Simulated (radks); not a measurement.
# Excited configurations of Ni²⁺

An exercise on one series of results from a longer session: the logs are not shown, and one member is left open.

Method: scalar-relativistic Kohn-Sham, PBE, spin-unpolarised, spherical densities, point nucleus. Code: radks (a radial shooting solver on a logarithmic mesh, Libxc functionals) version 1.

**What is computed**

| Quantity | Value |
| --- | --- |
| element | nickel (Z = 28) |
| charge | +2 |
| electrons | 26 |
| configuration | [Ar] 3d8 |

Outer shells as boxes (Hund's rule):

Ni²⁺
```
[Ar] core
3d [↑↓][↑↓][↑↓][↑ ][↑ ]
```

Set-up of the first run:

Input:

```text
Z 28
configuration [Ar] 3d8
relativity scalar-relativistic
functional pbe,pbe
spin unpolarised
nucleus point
c 137.035999084
```

Steps of the session up to this table: Ground configuration: [Ar] 3d8.

One of the session's tables, all rows but one given; the rest of the session is left out.

It belongs to the step «Ground configuration: [Ar] 3d8». From the orbitals of this run (lengths in bohr):

| level | <r> | outermost maximum (interpolated) | 90 % within | nodes |
| --- | --- | --- | --- | --- |
| 1s | 0.05409 | 0.0354 | 0.0966 | 0 |
| 2s | ? | ? | ? | ? |
| 2p | 0.2153 | 0.165 | 0.352 | 0 |
| 3s | 0.7407 | 0.640 | 1.11 | 2 |
| 3p | 0.7790 | 0.648 | 1.20 | 1 |
| 3d | 0.9690 | 0.631 | 1.68 | 0 |

Q: Estimate the row for 2s from the others.

The run gave: <r>: 0.2449; outermost maximum (interpolated): 0.205; 90 % within: 0.379; nodes: 1. In the column «<r>» it lies between 2p (0.2153) and 3s (0.7407).

Caveats from the session: Spin polarisation and multiplet splitting are left out, so open shells lie too high by an amount that depends on their filling.
